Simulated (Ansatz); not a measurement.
# H₂IOSi−: one structure at several levels

An exercise on one series of results from a longer session: the logs are not shown, and one member is left open.

Method: single points in def2-TZVPPD; program: Ansatz 0.2.0, Gaussian basis.

Cores are frozen in the correlated methods. Filled d shells of the heavier atoms are correlated. Core potentials replace the inner electrons past krypton, and spin-orbit coupling is left out.

**Starting geometry**

5 atoms, charge -1, spin multiplicity 1.

Atoms are counted from 1 here; the program's logs count them from 0.

Bond lengths: O1–Si2 1.691 Å, O1–H4 0.966 Å, Si2–I3 2.728 Å, Si2–H5 1.467 Å. Angles: Si2–O1–H4 113.3°, O1–Si2–I3 100.5°, O1–Si2–H5 94.2°, I3–Si2–H5 92.7°.

As a file:

```xyz
5
H2IOSi
O    -0.3565   -1.1437    0.1528
Si    0.5424    0.0193   -0.6823
I    -0.5206    2.3076    0.3552
H    -1.2981   -1.1251   -0.0626
H     1.6483    0.0134    0.2822
```

Set-up of the first run:

run/in.yaml reads:

```yaml
crystal:
  periodic: [false, false, false]
  atoms:
    - {symbol: O, position_ang: [-0.356500, -1.143700, 0.152800]}
    - {symbol: Si, position_ang: [0.542400, 0.019300, -0.682300]}
    - {symbol: I, position_ang: [-0.520600, 2.307600, 0.355200]}
    - {symbol: H, position_ang: [-1.298100, -1.125100, -0.062600]}
    - {symbol: H, position_ang: [1.648300, 0.013400, 0.282200]}
basis:
  gaussian: {orbitals: "def2-TZVPPD.json"}
total_charge: -1
correlation: {method: ccsd_t}
output: {forces: true}
```

The basis file named in the input lies beside it (Basis Set Exchange, JSON).

The command line of these runs was not kept.

Steps of the session up to this table: CCSD(T)/def2-TZVPPD; PBE0-D4/def2-TZVPPD; wB97M-V/def2-TZVPPD; r2SCAN-D4/def2-TZVPPD; PBE-D4/def2-TZVPPD; r2SCANh-D4/def2-TZVPPD; B97M-V/def2-TZVPPD.

One table of the session follows, with a row left open; its other results are not shown here.

```
    method  RMS force component (eV/Å)  angle to CCSD(T) forces (°)
   CCSD(T)                       0.538                    reference
   PBE0-D4                       0.549                          9.7
   wB97M-V                       0.526                          5.2
 r2SCAN-D4                       0.542                          6.8
    PBE-D4                           ?                            ?
r2SCANh-D4                       0.529                         11.0
    B97M-V                       0.562                         14.2
```

Estimate the missing values for PBE-D4.

The run gave: RMS force component (eV/Å): 0.641; angle to CCSD(T) forces (°): 17.6. In the column «RMS force component (eV/Å)» it is the highest.
